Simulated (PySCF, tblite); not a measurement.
# C₅H₁₂Si₃: geometry, infrared bands and NMR shifts

Aim: predict the infrared bands and NMR shifts of C₅H₁₂Si₃ (`CC#C[C@H]1[SiH2]C[SiH2][SiH2]1`).

Computed with tblite 0.8.0 and PySCF 2.14.0, with density-fitted response routines of our own, on a single molecule in the gas phase. Atoms count from 0, in the outputs and in this text.

## (1) The molecule as given

20 atoms, charge 0, multiplicity 1; geometry from: force field or distance geometry start.

Bonds of the start (Å): C0–C1 1.48, C1–C2 1.18, C2–C3 1.49, C3–Si4 1.90, Si4–C5 1.87, C5–Si6 1.86, Si6–Si7 2.33, Si7–C3 1.89, C0–H8 1.10, C0–H9 1.10, C0–H10 1.09, C3–H11 1.08, Si4–H12 1.49, Si4–H13 1.49, C5–H14 1.08, C5–H15 1.10, Si6–H16 1.49, Si6–H17 1.49, Si7–H18 1.49, Si7–H19 1.49.

## (2) Geometry optimisation with GFN2-xTB

What the job is given:

```
{"job": {"kind": "relax", "xc": "GFN2-xTB", "basis": "xTB"}, "charge": 0, "multiplicity": 1}
C      3.644600     0.140500     1.068900
C      2.360400     0.406400     0.381700
C      1.332000     0.612600    -0.163200
C      0.048300     0.894400    -0.867300
Si    -0.802400    -0.691200    -1.487400
C     -1.498600    -1.681900    -0.068600
Si    -2.354000    -0.382200     0.954800
Si    -1.290100     1.577600     0.281700
H      3.681100    -0.888300     1.442100
H      3.761800     0.816300     1.926200
H      4.475300     0.289800     0.385800
H      0.214700     1.571900    -1.691900
H     -1.908500    -0.320400    -2.412900
H      0.155900    -1.524200    -2.273600
H     -2.181200    -2.455400    -0.402300
H     -0.685000    -2.149000     0.511400
H     -3.803100    -0.328900     0.633600
H     -2.172700    -0.658500     2.409500
H     -2.243600     2.425300    -0.491000
H     -0.740100     2.355800     1.425600
```

Launch:

```sh
$ OMP_NUM_THREADS=1 python probes_run.py task.json out
```

One launch serves the whole session: the jobs run in the order shown.

**Question.** This job is followed by: GFN2-xTB harmonic vibrations, gas phase; GIAO PBE0/pcSseg-1 NMR shielding, non-relativistic, gas phase. Predict these results of the whole session: strongest single infrared mode (GFN2-xTB); zero-point energy (GFN2-xTB); 13C shifts against TMS (PBE0/pcSseg-1); 1H shifts against TMS (PBE0/pcSseg-1, means over atoms taken as alike); 29Si shifts against TMS (PBE0/pcSseg-1); surface potential, 1st and 99th percentile.

**Answer**, as computed:

| quantity | value |
| --- | --- |
| strongest single infrared mode (GFN2-xTB) | 2207 cm⁻¹, 724 km/mol |
| zero-point energy (GFN2-xTB) | 87.1 kcal/mol |
| 13C shifts against TMS (PBE0/pcSseg-1) | 86.0, 81.5, 5.2, -1.0, -13.1 ppm |
| 1H shifts against TMS (PBE0/pcSseg-1, means over atoms taken as alike) | 4.68, 4.28, 4.26, 4.24, 4.11, 4.02, 1.95, 1.81, 0.36, 0.17 ppm |
| 29Si shifts against TMS (PBE0/pcSseg-1) | -23.6, -59.3, -73.8 ppm |
| surface potential, 1st and 99th percentile | -0.91 V and 1.01 V |

What this shows: Relaxing lowered the energy by 0.370 eV in 51 steps; the close pair that moved most is C5–Si6, from 1.862 to 1.916 Å. The lowest mode is imaginary (45i cm⁻¹), so the xTB geometry is not a minimum. The strongest single mode, at 2207 cm⁻¹, moves mainly H19. Unscaled tight-binding wavenumbers are off by several per cent, some by more. Its intensities can rank the bands wrongly. At PBE0/pcSseg-1: The largest span, 274 ppm, is at C2, where the paramagnetic term is -161 ppm.
